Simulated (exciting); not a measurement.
A run of exciting (release sodium):

input.xml

```xml
<input>
  <title>SrTl</title>
  <structure speciespath="./" tshift="false">
    <crystal scale="1">
      <basevect>7.619375734491 0.000000000000 0.000000000000</basevect>
      <basevect>0.000000000000 7.619375734491 0.000000000000</basevect>
      <basevect>0.000000000000 0.000000000000 7.619375734491</basevect>
    </crystal>
    <species speciesfile="Tl.xml" rmt="2.3">
      <atom coord="0.500000000000 0.500000000000 0.500000000000"/>
    </species>
    <species speciesfile="Sr.xml" rmt="2.3">
      <atom coord="0.000000000000 0.000000000000 0.000000000000"/>
    </species>
  </structure>
  <groundstate do="fromscratch" ngridk="7 7 7" rgkmax="9" gmaxvr="14" lmaxapw="10" lmaxmat="10" lmaxvr="8" xctype="GGA_PBE_SOL" stype="Fermi Dirac" swidth="0.00183747" nempty="10" ValenceRelativity="iora*" epsengy="1e-05" epspot="1e-05" maxscl="60" tforce="true" outputlevel="normal"/>
  <properties>
    <chargedensityplot>
      <plot3d>
        <box grid="21 21 21">
          <origin coord="0 0 0"/>
          <point coord="1 0 0"/>
          <point coord="0 1 0"/>
          <point coord="0 0 1"/>
        </box>
      </plot3d>
    </chargedensityplot>
    <elfplot>
      <plot3d>
        <box grid="21 21 21">
          <origin coord="0 0 0"/>
          <point coord="1 0 0"/>
          <point coord="0 1 0"/>
          <point coord="0 0 1"/>
        </box>
      </plot3d>
    </elfplot>
    <exccplot>
      <plot3d>
        <box grid="21 21 21">
          <origin coord="0 0 0"/>
          <point coord="1 0 0"/>
          <point coord="0 1 0"/>
          <point coord="0 0 1"/>
        </box>
      </plot3d>
    </exccplot>
  </properties>
</input>
```

Potentials or basis: all-electron LAPW+lo, shipped species files, valence relativity iora*.

Launch:

```bash
$ OMP_NUM_THREADS=1 exciting_smp
```

Hardware: 1 thread of Arm Neoverse V1, with other jobs on the host.

How long does it take, and how much memory?

Run time: 2.9 min on 1 thread of Arm Neoverse V1 (shared host), peak memory 0.15 GiB. Counts: scf iterations 17, plane waves 461.
